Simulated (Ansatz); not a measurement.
**C₂H₈O₂S₂Sn: basis-set convergence**

Aim: see how fast density functionals converge with the basis set for C₂H₈O₂S₂Sn.

Program: Ansatz 0.2.0, Gaussian basis. Level of theory: one geometry, several basis sets. These are calculated values, not measurements.

Plan: PBE0-D4/def2-SVP; ωB97M-V/def2-SVP; PBE0-D4/def2-QZVPP; ωB97M-V/def2-QZVPP; the functionals' def2-TZVPP values are taken from earlier runs.

**1. Structure used throughout**

An earlier PBE0-D4 in a triple-zeta def2 set relaxation fixed the geometry. Sn takes the def2 core potential; no spin-orbit term is included.

SMILES `C[O][Sn]([SH])([SH])[O]C`, 15 atoms, charge 0, spin multiplicity 1.

Atoms are counted from 1 here; the program's logs count them from 0.

Bond lengths: C1–O2 1.411 Å, C1–H8 1.093 Å, C1–H9 1.097 Å, C1–H10 1.097 Å, O2–Sn3 1.957 Å, Sn3–S4 2.377 Å, Sn3–S5 2.375 Å, Sn3–O6 1.951 Å, S4–H11 1.346 Å, S5–H12 1.345 Å, O6–C7 1.411 Å, C7–H13 1.097 Å, C7–H14 1.097 Å, C7–H15 1.093 Å. Angles: O2–C1–H8 107.8°, O2–C1–H9 112.1°, O2–C1–H10 112.3°, H8–C1–H9 108.2°, H8–C1–H10 108.0°, H9–C1–H10 108.2°, C1–O2–Sn3 119.8°, O2–Sn3–S4 101.4°, O2–Sn3–S5 113.9°, O2–Sn3–O6 108.4°, S4–Sn3–S5 117.1°, S4–Sn3–O6 114.2°, S5–Sn3–O6 102.1°, Sn3–S4–H11 89.5°, Sn3–S5–H12 91.7°, Sn3–O6–C7 119.7°, O6–C7–H13 112.2°, O6–C7–H14 112.3° and more.

**2. PBE0-D4 in def2-SVP**

Contents of in.yaml:

```yaml
crystal:
  periodic: [false, false, false]
  atoms:
    - {symbol: C, position_ang: [-1.277892, 1.793940, 0.417932]}
    - {symbol: O, position_ang: [-1.318135, 0.384453, 0.468122]}
    - {symbol: Sn, position_ang: [-0.202099, -0.665796, -0.749335]}
    - {symbol: S, position_ang: [-0.783782, -2.883848, -0.121463]}
    - {symbol: S, position_ang: [-0.466299, -0.084639, -3.036494]}
    - {symbol: O, position_ang: [1.665963, -0.207650, -0.424282]}
    - {symbol: C, position_ang: [2.227431, -0.427858, 0.851014]}
    - {symbol: H, position_ang: [-2.023785, 2.175367, 1.120278]}
    - {symbol: H, position_ang: [-0.297982, 2.189880, 0.711118]}
    - {symbol: H, position_ang: [-1.520140, 2.182274, -0.579079]}
    - {symbol: H, position_ang: [-1.546766, -2.391093, 0.872176]}
    - {symbol: H, position_ang: [-1.676571, -0.668559, -3.085514]}
    - {symbol: H, position_ang: [1.766686, 0.203672, 1.620619]}
    - {symbol: H, position_ang: [2.141911, -1.474281, 1.169155]}
    - {symbol: H, position_ang: [3.289760, -0.176661, 0.795052]}
basis:
  gaussian: {orbitals: def2-SVP}
hamiltonian: {xc: pbe0, dispersion: d4}
output: {orbitals: {seedname: orbitals}}
```

Further steps of the session: ωB97M-V in def2-SVP; PBE0-D4 in def2-QZVPP; ωB97M-V in def2-QZVPP.

Q: Predict the results of all the runs planned. Wanted: PBE0-D4: double and triple zeta above quadruple; ωB97M-V: double and triple zeta above quadruple.

As calculated:

| quantity | value |
| --- | --- |
| PBE0-D4: double and triple zeta above quadruple | 16.54, 1.09 eV |
| ωB97M-V: double and triple zeta above quadruple | 16.70, 1.05 eV |

What this shows: PBE0-D4 gains 15.45 eV from double to triple zeta, then 1.09 eV more. Total energies overstate the basis error of differences, where much of it tends to cancel.
